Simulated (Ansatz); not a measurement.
**CdSe: properties at the relaxed cell**

The task here is to estimate one member of a computed series from the others.

Method: DFT r2SCAN, scalar-relativistic, plane waves, PAW, in Ansatz 0.2.0.

1 further run of the same task is left out (set aside as unsound or not needed).

### The system as given

The structure is cubic, space group F-43m (No. 216). Conventional cell: a = 6.134 Å, b = 6.134 Å, c = 6.134 Å, α = 90.00°, β = 90.00°, γ = 90.00°. Cd (site symmetry -43m) is surrounded by 4 Se at 2.66 Å. Se (site symmetry -43m) has 4 Cd at 2.66 Å as nearest neighbours.

As a file:

```cif
data_structure
_symmetry_space_group_name_H-M 'F-43m'
_symmetry_Int_Tables_number 216
_cell_length_a 6.1336
_cell_length_b 6.1336
_cell_length_c 6.1336
_cell_angle_alpha 90.000
_cell_angle_beta 90.000
_cell_angle_gamma 90.000
_cell_volume 230.75
loop_
_atom_site_label
_atom_site_type_symbol
_atom_site_symmetry_multiplicity
_atom_site_Wyckoff_symbol
_atom_site_fract_x
_atom_site_fract_y
_atom_site_fract_z
_atom_site_occupancy
Cd1 Cd 4 a 0.00000 0.00000 0.00000 1
Se1 Se 4 c 0.25000 0.25000 0.25000 1
```

It goes back to an entry of the Materials Project, which need not be the stable form.

It is the result of an earlier relaxation at this level (volume 28.84 Å³/atom; gap on the mesh: 1.04 eV).

Set-up of the first run:

Contents of input.yaml:

```yaml
crystal:
  lattice:
    - [0.0, 3.0667875632, 3.0667875632]
    - [3.0667875632, 0.0, 3.0667875632]
    - [3.0667875632, 3.0667875632, 0.0]
  atoms:
    - { symbol: Cd, position: [0.0, 0.0, 0.0] }
    - { symbol: Se, position: [0.75, 0.75, 0.75] }
basis:
  ecutwfc: 500
kpoints:
  mp_grid: { grid: [8, 8, 8] }
  band_path:
    path:
      - [[0.0, 0.0, 0.0], [-0.5, -0.5, 0.0], [-0.375, -0.375, 0.25]]
      - [[-0.375, 0.0, 0.375], [0.0, 0.0, 0.0], [0.0, 0.0, 0.5], [-0.5, -0.25, 0.25], [-0.5, -0.5, 0.0]]
    npoints: 14
hamiltonian:
  xc: r2scan
scf:
  occupations: { method: gaussian, width: 0.02 }
  n_extra_bands: 6
output:
  forces: true
  stress: true
  eigenvalues: true
  populations: true
  dos: { projected: true, de: 0.02, nscf_kmesh: { grid: [12, 12, 12] } }
  bader: true
  write_density: true
  write_potential: true
  elf: true
  volumetric_format: npy
```

The run is started by

```bash
$ ansatz run input.yaml --threads 1 --pin off --max-ram 2560MiB --backend cpu --events-out ev --progress --plain --runs-dir out
```

Steps of the session up to this table: Bands, states and charges; Band edges anywhere in the zone; Eigenvalues a small step from each edge; The cell as listed, for comparison; Dielectric function, independent particles; Volume × 0.97; Volume × 1.03; Volume × 0.94; Volume × 1.06; Point at V/V0 = 0.91; Point at V/V0 = 1.10; The cell scaled to 0.88 of its volume.

One of the session's tables, all rows but one given; the rest of the session is left out.

```
volume (Å³/atom)  energy above the lowest point (meV/atom)  pressure (GPa)  gap on the mesh (eV)
          25.382                                      84.6            8.82                  1.32
          26.248                                      44.8            6.03                  1.25
          27.113                                         ?               ?                     ?
          27.978                                       4.4            1.68                  1.11
          28.844                                       0.0            0.00                  1.04
          29.709                                       4.0           -1.43                  0.97
          30.574                                      15.0           -2.63                  0.91
          31.728                                      38.9           -3.95                  0.82
```

Q: Estimate the row for volume (Å³/atom) = 27.113 from the others.

Worked estimate for «energy above the lowest point (meV/atom)». A straight line through the neighbours (26.248, 44.8) and (27.978, 4.4) gives 44.8 + (4.4 − 44.8) × (27.113 − 26.248) / (27.978 − 26.248) = 24.6; a parabola fitted to 4 rows on both sides gives 18.7.

As computed: energy above the lowest point (meV/atom): 18.7; pressure (GPa): 3.67; gap on the mesh (eV): 1.18. In «energy above the lowest point (meV/atom)» the line misses by +5.9 and the parabola by 0.0.
